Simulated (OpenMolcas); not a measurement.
# Ti³⁺ with 6 ligands (chloride): CASSCF and CASPT2 levels and susceptibility

Which state of Ti³⁺ lies lowest among these ligands, how large is the field, and what χT follows?

Program: OpenMolcas 26.06. Level of theory: state-averaged CASSCF and CASPT2, spin-orbit coupling by RASSI with atomic mean-field integrals. These are calculated values, not measurements, unless marked.

## (1) The atom as given

- Species: Ti³⁺ (titanium, Z = 22, 19 electrons)
- Basis: ANO-RCC-VDZP [5s4p2d1f], 142 functions with the ligands
- Scalar Hamiltonian: DKH2, point nucleus
- Inactive shells: 1s 2s 2p 3s 3p of the metal, and all ligand shells
- Active space: 1 electron in 5 orbitals (3d)
- Some configurations of this space: 3d
- Orbitals: optimised for each spin and parity, averaged over all roots

The outer shells:

3d
```
3d [↑ ][  ][  ][  ][  ]
```

Ti³⁺ is taken with 6 ligands (chloride) in octahedron coordination (Oh) at 2.48 Å. A charge of +0.5 e stands 3.2 Å behind each ligand. Ligand basis ANO-RCC-VDZP. The distances are assumed, not relaxed.

```xyz
7

Ti    0.0000    0.0000    0.0000
Cl    2.4800    0.0000    0.0000
Cl    0.0000    2.4800    0.0000
Cl   -2.4800    0.0000    0.0000
Cl    0.0000   -2.4800    0.0000
Cl    0.0000    0.0000    2.4800
Cl    0.0000    0.0000   -2.4800
```

The work runs as a chain of OpenMolcas steps in one folder; each step below is one input file. Labels, J, g values, rates, χT and fits are worked out afterwards by a script from the matrices that RASSI stores. The input lists half of the charges; inversion (Group=XYZ) makes the rest.

## (2) Basis and integrals

The input, a.inp:

```
&GATEWAY
Coord
7

Ti 0.0 0.0 0.0
Cl 2.480000 0.000000 0.000000
Cl 0.000000 2.480000 0.000000
Cl -2.480000 0.000000 0.000000
Cl 0.000000 -2.480000 0.000000
Cl 0.000000 0.000000 2.480000
Cl 0.000000 0.000000 -2.480000
Basis=Ti.ANO-RCC-VDZP,Cl.ANO-RCC-VDZP
Group=XYZ
NoMove
AngMom=0.0 0.0 0.0
AMFI
RICD
XField
3 Angstrom 0
5.680000 0.000000 0.000000 0.500000
0.000000 5.680000 0.000000 0.500000
0.000000 0.000000 5.680000 0.500000
&SEWARD
```

Command:

```
$ OMP_NUM_THREADS=1 MOLCAS_MEM=2457 MOLCAS_PROJECT=a pymolcas a.inp > a.log
```

The log of the run:

```text
Basis set label: TI.ANO-RCC...5S4P2D1F.

      Electronic valence basis set:
      ------------------
      Associated Effective Charge  22.000000 au
      Associated Actual Charge     22.000000 au
      Nuclear Model: Point charge

      Shell  nPrim  nBasis  Cartesian Spherical Contaminant
         s      21       5        X
         p      15       4        X
         d      10       2                 X
         f       6       1                 X
                  Relativistic Douglas-Kroll-Hess integrals:
                    - DKH order of Hamiltonian: 2
                    - DKH order of Properties : 0
                  Atomic mean-field integrals
```

## (3) Reference wave functions, doublets of even parity, 5 roots

The input, a.inp:

```
&RASSCF
FileOrb=start.orb
Symmetry=1
Spin=2
nActEl=1 0 0
Inactive=30 33
Ras2=5 0
CIRoot=5 5 1
SDav=5
CIMx=300
Iter=150 100
PrWF=0.3
OrbListing=Nothing
MaxOrb=0
LevShft=1.0
>>> COPY $Project.JobIph JOB001
```

start.orb holds start orbitals that the driver prepared beforehand, or those of the step before.

The log of the run (excerpt; [...] marks lines left out):

```text
[...]
      Number of active orbitals                  5
[...]
      Spin quantum number                      0.5
[...]
      Active orbitals                            5   0
[...]
      Number of CSFs                             5
      Number of root(s) required                 5
[...]
      Convergence after 18 iterations
[...]
      Natural orbitals and occupation numbers for root  1
      sym 1:  -0.000000   1.000000   0.000000  -0.000000   0.000000
      Natural orbitals and occupation numbers for root  2
      sym 1:  -0.000000  -0.000000   0.000000   1.000000   0.000000
      Natural orbitals and occupation numbers for root  3
      sym 1:   1.000000  -0.000000  -0.000000   0.000000  -0.000000
::    RASSCF root number  1 Total energy:  -3619.43450208
::    RASSCF root number  2 Total energy:  -3619.43450208
::    RASSCF root number  3 Total energy:  -3619.43450208
::    RASSCF root number  4 Total energy:  -3619.38992458
::    RASSCF root number  5 Total energy:  -3619.38992458
```

## (4) RASSI: spin-orbit coupling between the states

The input, a.inp:

```
&RASSI
NrOfJobIphs=1 5
1 2 3 4 5
IphNames
JOB001
EJob
SpinOrbit
DIPRint=1.0
SOCoupling=1000.0
Subsets=2
Property=9
'ANGMOM' 1 'ANGMOM' 2 'ANGMOM' 3 'MLTPL  1' 1 'MLTPL  1' 2 'MLTPL  1' 3
'AMFI' 1 'AMFI' 2 'AMFI' 3
SOProperty=3
'ANGMOM' 1 'ANGMOM' 2 'ANGMOM' 3
```

Command:

```
$ OMP_NUM_THREADS=1 MOLCAS_MEM=2457 MOLCAS_PROJECT=a pymolcas a.inp > a.log
```

The log of the run (excerpt; [...] marks lines left out):

```text
SPIN-FREE ENERGIES:
  (Shifted by EMIN (a.u.) =      -3619.4345020768)
 SF State       Relative EMIN(au)   Rel lowest level(eV)    D:o, cm**(-1)
     1             0.0000000000        0.0000000000              0.0000
     2             0.0000000000        0.0000000000              0.0000
     3             0.0000000000        0.0000000000              0.0000
     4             0.0445774990        1.2130155444           9783.6302
     5             0.0445774990        1.2130155444           9783.6302
     Dipole printing threshold changed to   1.00000000E+00
Eigenvalues of complex Hamiltonian:
   -----------------------------------
  (Shifted by EMIN (a.u.) =      -3619.4345020768)
 SO State       Relative EMIN(au)   Rel lowest level(eV)    D:o, cm**(-1)
     1            -0.0003352220        0.0000000000              0.0000
     2            -0.0003352220        0.0000000000              0.0000
     3            -0.0003352220        0.0000000000              0.0000
     4            -0.0003352220        0.0000000000              0.0000
     5             0.0006501400        0.0268130654            216.2620
     6             0.0006501400        0.0268130654            216.2620
     7             0.0445876511        1.2224136498           9859.4310
     8             0.0445876511        1.2224136498           9859.4310
     9             0.0445876511        1.2224136498           9859.4310
    10             0.0445876511        1.2224136498           9859.4310
Weights of the five most important spin-orbit-free states for each spin-orbit state.
[...]
```

Time for these steps: 12 s (1 thread of Arm Neoverse V1, shared host).

Spin-free states, with their symmetry labels:

```csv
state,degeneracy,E (cm-1)
2T2,3,0
2E,2,9784
```

With spin-orbit coupling:

```
E (cm-1)  Degeneracy  Label  2S+1               g
     0.0           4     Γ8     2                
   216.3           2     Γ7     2  1.97 1.97 1.97
    9859           4     Γ8     2
```

Principal g values are given for doublets only; a zero marks a field direction without first-order Zeeman splitting.

Powder χT (cm³ K/mol): 0.01 at 2 K, 0.01 at 5 K, 0.02 at 10 K, 0.05 at 20 K, 0.12 at 50 K, 0.23 at 100 K, 0.32 at 150 K, 0.38 at 200 K, 0.42 at 250 K, 0.45 at 300 K.

A ligand-field fit to the states below 45000 cm-1 gives 10Dq = 9784 cm-1, the gap between the two states.

The orbitals of the open shell are 88 to 96 % metal; the Mulliken charge of the metal is +1.52 e.

## (5) CASPT2: IPEA 0.25, imaginary shift 0.1 (closed shells correlated: 3s 3p of the metal, with ligand shells; the Frozen line counts the rest)

The input, a.inp:

```
>>> COPY JOB001 $Project.JobIph
&CASPT2
Multistate=5 1 2 3 4 5
NoMult
Frozen=17 18
IPEA=0.25
Imaginary=0.1
MaxIter=60
WThr=0.0 0.3 0.05
PrWF=0.5
NoMix
```

The log of the run:

```text
Orbital specifications:
      -----------------------

      Symmetry species                           1   2
                                                ag  au
      Frozen orbitals                           17  18
      Inactive orbitals                         13  15
      Active orbitals                            5   0
      Secondary orbitals                        34  40
      Deleted orbitals                           0   0
      Number of basis functions                 69  73
Type of calculation                        SS-CASPT2
      Fock operator                              state-specific
      IPEA shift                                 0.25
      Real shift                                 0.00
      Imaginary shift                            0.10
      The input orbitals will be transformed to quasi-canonical
Reference energy:       -3619.4345020768
      E2 (Non-variational):      -1.2251302241
      Shift correction:          -0.0020957717
      E2 (Variational):          -1.2272259958
      Total energy:           -3620.6617280726
      Residual norm:              0.0000007556
      Reference weight:           0.67595
      Contributions to the CASPT2 correlation energy
      Active & Virtual Only:          0.0000000006
      One Inactive Excited:          -0.0568405146
      Two Inactive Excited:          -1.1682897101
Reference energy:       -3619.4345020768
      E2 (Non-variational):      -1.2251302856
      Shift correction:          -0.0020957724
      E2 (Variational):          -1.2272260580
      Total energy:           -3620.6617281348
      Residual norm:              0.0000007556
      Reference weight:           0.67595
      Contributions to the CASPT2 correlation energy
      Active & Virtual Only:          0.0000000006
      One Inactive Excited:          -0.0568405801
      Two Inactive Excited:          -1.1682897061
::    CASPT2 Root  1     Total energy:  -3620.66172807
::    CASPT2 Root  2     Total energy:  -3620.66172813
::    CASPT2 Root  3     Total energy:  -3620.66115619
::    CASPT2 Root  4     Total energy:  -3620.61164492
::    CASPT2 Root  5     Total energy:  -3620.61159305
```

This run took 11 s in all on 1 thread of Arm Neoverse V1, shared host.

SS-CASPT2: lowest energy less the reference's lowest, -1.2270 hartree; reference weights 0.676 to 0.677.

Spin-free states, with their symmetry labels:

```csv
state,degeneracy,E (cm-1)
2T2,3,0
2E,2,10956
```

With spin-orbit coupling:

```
E (cm-1)  Degeneracy  Label  2S+1               g
       0           4     Γ8     2                
     220           2     Γ7     2  1.97 1.97 1.97
   11030           4     Γ8     2
```

Powder χT (cm³ K/mol): 0.01 at 2 K, 0.01 at 5 K, 0.02 at 10 K, 0.05 at 20 K, 0.12 at 50 K, 0.23 at 100 K, 0.32 at 150 K, 0.38 at 200 K, 0.42 at 250 K, 0.45 at 300 K.

A ligand-field fit to the states below 45000 cm-1 gives 10Dq = 10956 cm-1, the gap between the two states.

## (6) CASPT2: IPEA 0, imaginary shift 0.1 (closed shells correlated: 3s 3p of the metal, with ligand shells; the Frozen line counts the rest)

a.inp, as its differences from that of step 5:

```diff
@@ -5,3 +5,3 @@
 Frozen=17 18
-IPEA=0.25
+IPEA=0.0
 Imaginary=0.1
```

The log of the run:

```text
Orbital specifications:
      -----------------------

      Symmetry species                           1   2
                                                ag  au
      Frozen orbitals                           17  18
      Inactive orbitals                         13  15
      Active orbitals                            5   0
      Secondary orbitals                        34  40
      Deleted orbitals                           0   0
      Number of basis functions                 69  73
Type of calculation                        SS-CASPT2
      Fock operator                              state-specific
      IPEA shift                                 0.00
      Real shift                                 0.00
      Imaginary shift                            0.10
      The input orbitals will be transformed to quasi-canonical
Reference energy:       -3619.4345020768
      E2 (Non-variational):      -1.2285015599
      Shift correction:          -0.0021332871
      E2 (Variational):          -1.2306348470
      Total energy:           -3620.6651369238
      Residual norm:              0.0000001495
      Reference weight:           0.67450
      Contributions to the CASPT2 correlation energy
      Active & Virtual Only:          0.0000000009
      One Inactive Excited:          -0.0590813414
      Two Inactive Excited:          -1.1694202194
Reference energy:       -3619.4345020768
      E2 (Non-variational):      -1.2285015561
      Shift correction:          -0.0021332868
      E2 (Variational):          -1.2306348430
      Total energy:           -3620.6651369198
      Residual norm:              0.0000001495
      Reference weight:           0.67450
      Contributions to the CASPT2 correlation energy
      Active & Virtual Only:          0.0000000009
      One Inactive Excited:          -0.0590813430
      Two Inactive Excited:          -1.1694202140
::    CASPT2 Root  1     Total energy:  -3620.66513692
::    CASPT2 Root  2     Total energy:  -3620.66513692
::    CASPT2 Root  3     Total energy:  -3620.66513680
::    CASPT2 Root  4     Total energy:  -3620.61667954
::    CASPT2 Root  5     Total energy:  -3620.61667216
```

Time for this run: 12 s (1 thread of Arm Neoverse V1, shared host).

SS-CASPT2: lowest energy less the reference's lowest, -1.2306 hartree; reference weights 0.674 to 0.675.

States without spin-orbit coupling:

```csv
state,degeneracy,E (cm-1)
2T2,3,0
2E,2,10636
```

With spin-orbit coupling:

```
E (cm-1)  Degeneracy  Label  2S+1               g
       0           4     Γ8     2                
     220           2     Γ7     2  1.97 1.97 1.97
   10710           4     Γ8     2
```

Powder χT (cm³ K/mol): 0.01 at 2 K, 0.01 at 5 K, 0.02 at 10 K, 0.05 at 20 K, 0.12 at 50 K, 0.23 at 100 K, 0.32 at 150 K, 0.38 at 200 K, 0.42 at 250 K, 0.45 at 300 K.

A ligand-field fit to the states below 45000 cm-1 gives 10Dq = 10636 cm-1, the gap between the two states.

## (7) The methods side by side

A. CASSCF
B. SS-CASPT2, IPEA 0.25, imaginary shift 0.1 (closed shells correlated: 3s 3p of the metal, with ligand shells; the Frozen line counts the rest)
C. SS-CASPT2, IPEA 0, imaginary shift 0.1 (closed shells correlated: 3s 3p of the metal, with ligand shells; the Frozen line counts the rest)

```csv
method,ground state,first state of that spin (cm-1),first gap with spin-orbit (cm-1),χT at 300 K
A,2T2,2E 9784,216.3,0.45
B,2T2,2E 10960,216.0,0.45
C,2T2,2E 10640,216.1,0.45
```

## (8) What came out

| quantity | value |
| --- | --- |
| method | SS-CASPT2, IPEA 0.25, imaginary shift 0.1 (closed shells correlated: 3s 3p of the metal, with ligand shells; the Frozen line counts the rest) |
| spin-free ground state | 2T2, 3-fold in its orbital part |
| first state of the same spin within the active space | 2E at 11000 cm⁻¹ |
| lowest level | 4-fold Γ8 |
| next level | 216.0 cm⁻¹ |
| χT at 300 K | 0.45 cm³ K/mol |
| effective moment at 300 K | 1.90 μB |

Cost by method:

```csv
method,time of its own steps,time with the reference
A. CASSCF,12 s,12 s
"B. SS-CASPT2, IPEA 0.25, imaginary shift 0.1, +3s 3p",11 s,23 s
"C. SS-CASPT2, IPEA 0, imaginary shift 0.1, +3s 3p",12 s,23 s
```

Times are of one thread on a shared host.

**Reading.** The spin-free ground state (2T2) is 3-fold and keeps the highest spin of the shell. χT at 300 K is 0.45, against 0.38 cm³ K/mol for the spin alone, so orbital moment adds to it. A ligand-field fit to the states below 45000 cm-1 gives 10Dq = 10956 cm-1, the gap between the two states. CASPT2 does not keep the components of a term degenerate, and the means are used.
